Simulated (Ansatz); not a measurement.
Write the native input for Ansatz 0.2.0 that does the following.

```
Task                : phonons
Functional          : PBE
Potentials or basis : Ansatz PAW
Cutoff              : 420 eV (not typed: the program's choice for these potentials)
k mesh              : 5 × 5 × 5
Occupations         : fermi-dirac, width 0.05 eV
Spin                : collinear spin, ferromagnetic start
Starting moments    : [0.0, 0.0, 4.0, 1.0, 0.0, 0.0, 0.0, 0.0, 0.0, 0.0] μB
```

The system is NaLaMnMoO6.

```
CELL_PARAMETERS angstrom
-2.72294 2.72294 3.89889
2.72294 -2.72294 3.89889
2.72294 2.72294 -3.89889
ATOMIC_POSITIONS crystal
Na 0.25000 0.75000 0.50000
La 0.75000 0.25000 0.50000
Mn 0.50000 0.50000 0.00000
Mo 0.00000 0.00000 0.00000
O 0.20766 0.29607 0.50371
O 0.29605 0.79234 0.08841
O 0.79236 0.70395 0.49629
O 0.70393 0.20764 0.91159
O 0.25194 0.25194 0.00000
O 0.74806 0.74806 0.00000
```

The cell was built by a generator and needn't be a form met in nature.

One way to write it, as run:

input.yaml

```yaml
crystal:
  lattice:
    - [-2.72294, 2.72294, 3.89889]
    - [2.72294, -2.72294, 3.89889]
    - [2.72294, 2.72294, -3.89889]
  atoms:
    - { symbol: Na, position: [0.25, 0.75, 0.5] }
    - { symbol: La, position: [0.75, 0.25, 0.5] }
    - { symbol: Mn, position: [0.5, 0.5, 0.0], spin: 4.0 }
    - { symbol: Mo, position: [0.0, 0.0, 0.0], spin: 1.0 }
    - { symbol: O, position: [0.20766, 0.29607, 0.50371] }
    - { symbol: O, position: [0.29605, 0.79234, 0.08841] }
    - { symbol: O, position: [0.79236, 0.70395, 0.49629] }
    - { symbol: O, position: [0.70393, 0.20764, 0.91159] }
    - { symbol: O, position: [0.25194, 0.25194, 0.0] }
    - { symbol: O, position: [0.74806, 0.74806, 0.0] }
hamiltonian:
  xc: pbe
  pseudopotentials: { kind: paw }
magnetization:
  spin_polarized: true
kpoints:
  mp_grid: { grid: [5, 5, 5] }
scf:
  occupations: { method: fermi_dirac, width: 0.05 }
phonons:
  method: dfpt
```

Potentials or basis: Ansatz PAW.

Launch:

```sh
$ ansatz run input.yaml --threads 8 --pin off --max-ram 20480MiB --backend cpu --events-out ev --progress --plain --runs-dir out
```

It gave:

```
Band gap on the k mesh        : none (metal or under the smearing width)
Net moment                    : 2.10 μB per cell
Absolute moment               : 3.53 μB per cell
Site moments                  : Na +0.00; La -0.01; Mn +2.29; Mo -0.34; O +0.02, +0.01 μB
Highest phonon frequency at Γ : 604 cm⁻¹
Most unstable mode            : 75i cm⁻¹
```

Caveat: some modes are imaginary; a cell with one magnetic atom can't hold antiferromagnetic order, which such compounds often take; semilocal functionals often make such compounds metallic where correlation or magnetic order opens a gap, which also shifts bond lengths.

Run time: 4.8 min on 8 threads of Arm Neoverse V1, on a shared host, peak memory 2.6 GiB.
